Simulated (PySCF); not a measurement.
**[Gd(H2O)]3+: forces at shaken geometries**

How stiff is [Gd(H2O)]3+? Its atoms are displaced at random by several amounts. It is a constructed species; whether it can be made isn't addressed.

Program: PySCF 2.14.0. Level of theory: PBE, Gd lcecp-1-SVP with ECP53, O def2-SVP, H def2-SVP; scalar-relativistic core potentials, no spin–orbit coupling. These are calculated values, not measurements.

4 further runs of the same task are left out: 2 for a known fault of the program, 2 that didn't finish.

### 1 Where the work starts

4 atoms, charge 3, spin multiplicity 1.

Bond lengths: Gd1–O2 2.207 Å, O2–H3 1.015 Å, O2–H4 1.015 Å. Angles: Gd1–O2–H3 128.9°, Gd1–O2–H4 128.9°, H3–O2–H4 102.1°.

Coordinates:

```xyz
4

Gd    0.0000    0.0000   -0.0846
O     0.0000    0.0000    2.1223
H     0.7892    0.0000    2.7602
H    -0.7892    0.0000    2.7602
```

Formal oxidation states: Gd +3. Each metal's 7 4f electrons lie in its core potential, so multiplicities, spins and levels count the valence alone. An earlier session relaxed this geometry at PBE, Gd lcecp-1-SVP with ECP53, O def2-SVP, H def2-SVP (singlet, point group C2v).

Its energy there is -110.857015 Eh.

### 2 Atoms moved at random, σ = 0.06 Å

Input file run.py (the lines that set the calculation):

```python
mol = gto.M(atom='''
Gd    -0.04976     0.07922    -0.10159
O      0.01055    -0.10130     2.21646
H      0.75974    -0.05727     2.74673
H     -0.72053     0.07935     2.69641''',
    basis={'Gd': 'lcecp-1-SVP', 'O': 'def2-SVP', 'H': 'def2-SVP'},
    ecp={'Gd': 'lcecp-1-SVP'},
    charge=3, spin=0)
mf = dft.RKS(mol, xc='PBE')
mf.grids.atom_grid = (50, 194)  # f atoms: unpruned, at least (60, 302)
mf = mf.density_fit()  # fitting sets: Gd AutoAux, O def2-universal-JKFIT, H def2-universal-JKFIT
mf.conv_tol = 1e-08; mf.max_cycle = 55
mf.kernel(dm0)  # dm0: the density of the relaxed state
```

Command:

```bash
OMP_NUM_THREADS=2 python run.py
```

Output:

```text
init E= -110.948413455126
  HOMO = -0.924751199819816  LUMO = -0.789596741375118  gap/eV = 3.67774
cycle= 1 E= -110.828907046014  delta_E= 0.12  |g|= 0.115  |ddm|= 0.384
  HOMO = -0.997373024460497  LUMO = -0.802715709676703  gap/eV = 5.29690
cycle= 2 E= -110.819639928853  delta_E= 0.00927  |g|= 0.242  |ddm|= 0.268
  HOMO = -0.961240123723105  LUMO = -0.808181797805177  gap/eV = 4.16493
cycle= 3 E= -110.831784370649  delta_E= -0.0121  |g|= 0.0128  |ddm|= 0.18
  HOMO = -0.961018515461117  LUMO = -0.808819807425886  gap/eV = 4.14154
cycle= 4 E= -110.831814380335  delta_E= -3e-05  |g|= 0.00141  |ddm|= 0.0107
  HOMO = -0.960743827513792  LUMO = -0.808562929890169  gap/eV = 4.14105
cycle= 5 E= -110.831814797447  delta_E= -4.17e-07  |g|= 0.000284  |ddm|= 0.00156
  HOMO = -0.960733472171643  LUMO = -0.808590228965535  gap/eV = 4.14003
cycle= 6 E= -110.831814819287  delta_E= -2.18e-08  |g|= 3.86e-05  |ddm|= 0.000342
  HOMO = -0.960735722996297  LUMO = -0.80859222581404  gap/eV = 4.14004
cycle= 7 E= -110.831814819586  delta_E= -2.99e-10  |g|= 1.02e-05  |ddm|= 3.65e-05
  HOMO = -0.960740972073129  LUMO = -0.808589961528744  gap/eV = 4.14024
Extra cycle  E= -110.83181481946  delta_E= 1.26e-10  |g|= 2.63e-05  |ddm|= 3.49e-05
converged SCF energy = -110.83181481946
```

Run time: 1.2 s. Hardware: 2 threads of Arm Neoverse V2, shared host.

It gives: E = -110.831815 Eh (+0.686 eV from the relaxed state), HOMO -26.14 eV, LUMO -22.00 eV, Mulliken charge on Gd1 +2.55 e, largest force component 7.842 eV/Å. 

```csv
atom,Fx,Fy,Fz (eV/Å)
Gd1,0.077,-0.201,0.690
O2,1.501,-0.906,-7.842
H3,3.718,0.013,3.055
H4,-5.296,1.094,4.097
```

### 3 Atoms moved at random, σ = 0.06 Å

Changes to run.py (the lines that set the calculation) since step 2:

```diff
@@ -1,6 +1,6 @@
 mol = gto.M(atom='''
-Gd    -0.04976     0.07922    -0.10159
-O      0.01055    -0.10130     2.21646
-H      0.75974    -0.05727     2.74673
-H     -0.72053     0.07935     2.69641''',
+Gd     0.03148     0.01895    -0.10047
+O     -0.11944     0.05535     2.08330
+H      0.87245    -0.03574     2.67503
+H     -0.78449    -0.03856     2.90015''',
     basis={'Gd': 'lcecp-1-SVP', 'O': 'def2-SVP', 'H': 'def2-SVP'},
```

Command:

```bash
OMP_NUM_THREADS=2 python run.py
```

Output:

```text
init E= -110.633821740181
  HOMO = -1.04331334778753  LUMO = -0.824609412146696  gap/eV = 5.95124
cycle= 1 E= -110.82694894201  delta_E= -0.193  |g|= 0.26  |ddm|= 0.341
  HOMO = -0.882692798794604  LUMO = -0.800173524394572  gap/eV = 2.24546
cycle= 2 E= -110.668571618447  delta_E= 0.158  |g|= 0.888  |ddm|= 0.825
  HOMO = -0.960670827876367  LUMO = -0.785608067554986  gap/eV = 4.76370
cycle= 3 E= -110.841900162232  delta_E= -0.173  |g|= 0.0175  |ddm|= 0.658
  HOMO = -0.958778965669204  LUMO = -0.791385433466981  gap/eV = 4.55501
cycle= 4 E= -110.841983100156  delta_E= -8.29e-05  |g|= 0.00983  |ddm|= 0.0404
  HOMO = -0.959670340502623  LUMO = -0.790090781152135  gap/eV = 4.61449
cycle= 5 E= -110.842012509613  delta_E= -2.94e-05  |g|= 0.00157  |ddm|= 0.0115
  HOMO = -0.959834357361665  LUMO = -0.79014815585984  gap/eV = 4.61740
cycle= 6 E= -110.842012966592  delta_E= -4.57e-07  |g|= 0.000363  |ddm|= 0.000879
  HOMO = -0.95989190086388  LUMO = -0.790128094771314  gap/eV = 4.61951
cycle= 7 E= -110.842013000991  delta_E= -3.44e-08  |g|= 3.24e-05  |ddm|= 0.000338
  HOMO = -0.959897245355691  LUMO = -0.790129601059353  gap/eV = 4.61961
cycle= 8 E= -110.842013001247  delta_E= -2.56e-10  |g|= 2.53e-06  |ddm|= 3.22e-05
  HOMO = -0.959897256906203  LUMO = -0.790130090321254  gap/eV = 4.61960
Extra cycle  E= -110.842013001249  delta_E= -1.56e-12  |g|= 1.87e-06  |ddm|= 4.87e-06
converged SCF energy = -110.842013001249
```

It took 1.3 s on 2 threads of Arm Neoverse V2, shared host.

Result: E = -110.842013 Eh (+0.408 eV from the relaxed state), HOMO -26.12 eV, LUMO -21.50 eV, Mulliken charge on Gd1 +2.47 e, largest force component 2.881 eV/Å. 

```csv
atom,Fx,Fy,Fz (eV/Å)
Gd1,-0.328,0.088,0.072
O2,2.718,-0.733,2.594
H3,-2.881,0.389,-1.430
H4,0.491,0.256,-1.235
```

### 4 Atoms moved at random, σ = 0.1 Å

Changes to run.py (the lines that set the calculation) since step 3:

```diff
@@ -1,6 +1,6 @@
 mol = gto.M(atom='''
-Gd     0.03148     0.01895    -0.10047
-O     -0.11944     0.05535     2.08330
-H      0.87245    -0.03574     2.67503
-H     -0.78449    -0.03856     2.90015''',
+Gd    -0.03625    -0.04807    -0.13380
+O      0.06102     0.10338     2.18512
+H      0.84818    -0.01773     2.74183
+H     -0.87296    -0.03757     2.76487''',
     basis={'Gd': 'lcecp-1-SVP', 'O': 'def2-SVP', 'H': 'def2-SVP'},
```

Command:

```bash
OMP_NUM_THREADS=2 python run.py
```

Output:

```text
init E= -110.72262879145
  HOMO = -0.992878382923411  LUMO = -0.818402829820597  gap/eV = 4.74772
cycle= 1 E= -110.837207631572  delta_E= -0.115  |g|= 0.165  |ddm|= 0.334
  HOMO = -0.889252638215289  LUMO = -0.808054233906416  gap/eV = 2.20952
cycle= 2 E= -110.773878881838  delta_E= 0.0633  |g|= 0.552  |ddm|= 0.583
  HOMO = -0.941544265424195  LUMO = -0.797079591244866  gap/eV = 3.93108
cycle= 3 E= -110.843554122747  delta_E= -0.0697  |g|= 0.0225  |ddm|= 0.459
  HOMO = -0.940408598804638  LUMO = -0.799391080994672  gap/eV = 3.83728
cycle= 4 E= -110.843671257989  delta_E= -0.000117  |g|= 0.00621  |ddm|= 0.0273
  HOMO = -0.940680653836733  LUMO = -0.799360681545017  gap/eV = 3.84551
cycle= 5 E= -110.84367889535  delta_E= -7.64e-06  |g|= 0.00158  |ddm|= 0.00387
  HOMO = -0.94088363371883  LUMO = -0.799242270420918  gap/eV = 3.85426
cycle= 6 E= -110.84367962767  delta_E= -7.32e-07  |g|= 0.00023  |ddm|= 0.00169
  HOMO = -0.940919847777458  LUMO = -0.799231929988814  gap/eV = 3.85552
cycle= 7 E= -110.843679641399  delta_E= -1.37e-08  |g|= 1.49e-05  |ddm|= 0.000226
  HOMO = -0.940922234080965  LUMO = -0.799233756519192  gap/eV = 3.85554
cycle= 8 E= -110.843679641451  delta_E= -5.21e-11  |g|= 1.26e-06  |ddm|= 1.46e-05
  HOMO = -0.940922199739546  LUMO = -0.799233435913582  gap/eV = 3.85555
Extra cycle  E= -110.843679641452  delta_E= -5.68e-13  |g|= 7.82e-07  |ddm|= 2.65e-06
converged SCF energy = -110.843679641452
```

Run time: 1.2 s. Hardware: 2 threads of Arm Neoverse V2, shared host.

Result: E = -110.843680 Eh (+0.363 eV from the relaxed state), HOMO -25.60 eV, LUMO -21.75 eV, Mulliken charge on Gd1 +2.51 e, largest force component 3.927 eV/Å. 

```csv
atom,Fx,Fy,Fz (eV/Å)
Gd1,0.175,0.207,1.008
O2,-3.927,-0.666,-1.641
H3,0.976,-0.051,1.417
H4,2.777,0.510,-0.784
```

### 5 The displacements side by side

| σ (Å) | energy rise (eV) | harmonic estimate −½ F·u (eV) | largest force component (eV/Å) |
| --- | --- | --- | --- |
| 0.06 | 0.686 | 0.676 | 7.84 |
| 0.06 | 0.408 | 0.394 | 2.88 |
| 0.1 | 0.363 | 0.350 | 3.93 |

Every displacement raises the energy. For a harmonic well the rise equals −½ F·u; the two differ by at most 3 % here (a move with σ = 0.1 Å), from anharmonicity, the grid and the small forces left at the relaxed point. These are double-zeta-type bases without diffuse functions. Spin–orbit coupling is left out.
